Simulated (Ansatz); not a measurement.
Predict the output of the script below (Ansatz 0.2.0, Python API).

`md_brfh2osi.py`:
```python
from dataclasses import dataclass

import ansatz as az
import numpy as np


@dataclass
class Settings:
    basis: str = 'def2-SVP'
    functional: str = 'B3LYP'
    n_steps: int = 30
    temperature_k: int = 200


settings = Settings()

GEOMETRY = '''
O     0.63840    1.12010   -0.23000
Si    0.05780   -0.33020    0.24120
F     0.24370   -1.31870   -1.00850
Br   -2.02000   -0.16480    0.67680
H     0.30250    1.40640   -1.14990
H     0.81960   -0.77670    1.42420
'''

geometry = az.Crystal.molecule()
for line in GEOMETRY.strip().splitlines():
    symbol, *xyz = line.split()
    geometry = geometry.atom(symbol, [float(v) for v in xyz])

calculation = (
    geometry.calculation()
    .basis(gaussian=settings.basis)
    .functional(settings.functional)
)
symbols = [site.symbol for site in geometry.cartesian_sites]
start = np.array([site.position_ang for site in geometry.cartesian_sites], dtype=float)
r = calculation.relax(force_tolerance=0.02).run(threads=1).report
end = np.array(r['positions_ang'])
minimum = az.Crystal.molecule()
for symbol, place in zip(symbols, end):
    minimum = minimum.atom(symbol, place.tolist())

calculation = (
    minimum.calculation()
    .basis(gaussian=settings.basis)
    .functional(settings.functional)
    .md('nvt_nose_hoover', timestep=1.0, steps=settings.n_steps, temperature=settings.temperature_k, initial_velocities='maxwell_boltzmann', seed=40, thermostat_time=50)
)
frames = []
out = calculation.session().plan().execute(on_event=lambda e: frames.append(e['data']) if e['event'] == 'md_step' else None)
print('t (fs)   E_pot (eV)      E_kin (eV)   T (K)   d(0-1) (A)')
for f in frames[::2]:
    xyz = np.array(f['positions_ang'])
    print(f'{f["time_fs"]:6.2f} {f["lagrangian_ev"]:14.5f} {f["e_kin_ev"]:10.5f} {f["temperature_k"]:8.1f} {np.linalg.norm(xyz[0] - xyz[1]):9.4f}')
kept = np.array([f['conserved_ev'] for f in frames])
print(f'conserved energy moves by at most {1000 * np.ptp(kept):.3f} meV')
symbols = [site.symbol for site in geometry.cartesian_sites]
with open('last_frame.xyz', 'w') as handle:
    handle.write(f'{len(symbols)}\nt = {frames[-1]["time_fs"]} fs\n')
    handle.writelines('{:2s} {:10.5f} {:10.5f} {:10.5f}\n'.format(s, *xyz) for s, xyz in zip(symbols, frames[-1]['positions_ang']))
```

```console
$ python md_brfh2osi.py
t (fs)   E_pot (eV)      E_kin (eV)   T (K)   d(0-1) (A)
  0.00   -82710.99501    0.10341    200.0    1.6406
  2.00   -82710.97381    0.08417    162.8    1.6311
  4.00   -82710.97466    0.08354    161.6    1.6244
  6.00   -82710.94888    0.05945    115.0    1.6208
  8.00   -82710.94772    0.05696    110.2    1.6194
 10.00   -82710.93347    0.04423     85.5    1.6209
 12.00   -82710.94257    0.05285    102.2    1.6266
 14.00   -82710.94748    0.05825    112.7    1.6352
 16.00   -82710.95195    0.06311    122.1    1.6443
 18.00   -82710.95008    0.06193    119.8    1.6525
 20.00   -82710.93632    0.04941     95.6    1.6601
 22.00   -82710.93186    0.04448     86.0    1.6664
 24.00   -82710.90864    0.02334     45.1    1.6688
 26.00   -82710.91328    0.02713     52.5    1.6660
 28.00   -82710.90391    0.01974     38.2    1.6598
 30.00   -82710.92938    0.04393     85.0    1.6518
conserved energy moves by at most 2.260 meV
```

`last_frame.xyz`, as written:
```text
6
t = 30.0 fs
O     0.61950    1.08645   -0.33491
Si    0.11364   -0.37812    0.23757
F     0.19896   -1.45650   -0.93004
Br   -2.06684   -0.15300    0.62979
H     0.03588    1.63191   -0.87005
H     0.92523   -0.77063    1.40375
```

What to keep in mind:
- Total energies depend on the basis set; only differences at equal settings carry meaning.
- The trajectory is only some femtoseconds long, so its temperature is not equilibrated; where the script doesn't relax first, it starts from a rough generated geometry.
- b3lyp holds the VWN-RPA fit, as in Gaussian; the form of ORCA and Turbomole is b3lyp5.
- The temperature counts the internal degrees of freedom alone.
- With hydrogen a step over 0.5 fs is long.
- It ran for 2.5 min on 1 thread of Arm Neoverse V1, on a shared host, peak memory 0.26 GiB.
